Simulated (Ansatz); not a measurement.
## BW, space group Cmcm: a comparison of norm-conserving and PAW potentials, step by step

Computed with the Python package of Ansatz (0.2.0).

The script reads `bw.cif`:
```cif
data_BW
_cell_length_a 4.526182
_cell_length_b 4.526182
_cell_length_c 3.095127
_cell_angle_alpha 90.00000
_cell_angle_beta 90.00000
_cell_angle_gamma 139.11340
_symmetry_space_group_name_H-M 'P 1'
_symmetry_Int_Tables_number 1
loop_
_symmetry_equiv_pos_as_xyz
'x, y, z'
loop_
_atom_site_label
_atom_site_type_symbol
_atom_site_fract_x
_atom_site_fract_y
_atom_site_fract_z
B1 B    0.561022    0.438978    0.250000
B2 B    0.438978    0.561022    0.750000
W3 W    0.855385    0.144615    0.250000
W4 W    0.144615    0.855385    0.750000
```

Typed at the interpreter:
```pycon
>>> import ansatz as az
>>> from ase.io import read
>>> import numpy as np
>>> def count_gap(report):
...     # lowest empty less highest filled band, counting bands; zero where they overlap
...     return max(report.get("gap_by_band_count_ev") or 0.0, 0.0)
...
>>> atoms = read("bw.cif")
>>> structure = az.Crystal.from_ase(atoms)
>>> calc = (
...     structure.calculation()
...     .functional(az.Functional.LDA)
...     .kpoints(mesh=(8, 8, 8))
...     .occupations(az.OccupationsMethod.FERMI_DIRAC, width=0.05)
...     .stress()
...     .forces()
...     .band_table()
... )
>>> variants = {
...     "PAW": calc.pseudopotentials("paw"),
...     "norm-conserving": calc.pseudopotentials("nc"),
... }
>>> # totals differ by the cores that each treatment holds, so compare what does not depend on them
>>> rows = []
>>> for label, variant in variants.items():
...     report = variant.run(threads=1, backend="cpu").report
...     levels = np.array(report["eigenvalues_ev"][0]) - report["fermi_energy_ev"]
...     print(label, "levels at the first k-point near E_F:", np.round(levels[np.abs(levels) < 5], 3))
...     rows.append((label, report["n_electrons"], np.trace(report["stress_gpa"]) / 3, float(np.abs(report["forces_ev_ang"]).max()), count_gap(report)))
...
DeckWarning: basis.ecutwfc = 420 eV, auto-derived from the records' recommended cutoffs: set by B (normal level)
PAW levels at the first k-point near E_F: [-4.96  -4.635 -4.496 -2.763 -1.268 -0.688  0.013  1.178  1.194  2.262]
DeckWarning: basis.ecutwfc = 1034.032677 eV, auto-derived from the records' recommended cutoffs: set by B (normal level)
norm-conserving levels at the first k-point near E_F: [-4.974 -4.645 -4.503 -2.764 -1.271 -0.694  0.014  1.176  1.199  2.261]
>>> for row in rows:
...     print("; ".join(f"{name} = {round(v, 4) if isinstance(v, float) else v}" for name, v in zip(["treatment", "electrons in bands", "P GPa", "max force component eV/A", "gap by band count eV"], row)))
...
treatment = PAW; electrons in bands = 34.0; P GPa = -10.0276; max force component eV/A = 0.0331; gap by band count eV = 0.0
treatment = norm-conserving; electrons in bands = 34.0; P GPa = -10.4775; max force component eV/A = 0.0254; gap by band count eV = 0.0
```

PAW gives -10.028 GPa and norm-conserving -10.478 GPa, 0.45 GPa apart (a gap this large is an error of one set of files, which an all-electron run can settle). They took 4.5 and 15.5 s of processor time.

Total energies depend on the potentials; only differences at equal settings carry meaning. A total without «per atom» is that of the cell as typed. The computed bands are complete only to about 1.4 eV above the Fermi level. The mesh is modest for a metal, so energies can be off by several to tens of meV an atom and pressures by half a GPa or more; differences at equal mesh fare better. A gap by band count of zero or less means overlapping bands, a metal. At these settings the cell as given stands under about -10 GPa, so it isn't at this functional's equilibrium volume. This cell is a computed structure, which may not be the phase found in nature. Gaps and levels are Kohn-Sham values on a finite set of k-points, without spin-orbit coupling. Warnings are shown shortened and without file and line. Stress is positive in compression. Finished in 21 s on 1 thread of Arm Neoverse V1, on a shared host, peak memory 0.59 GiB.
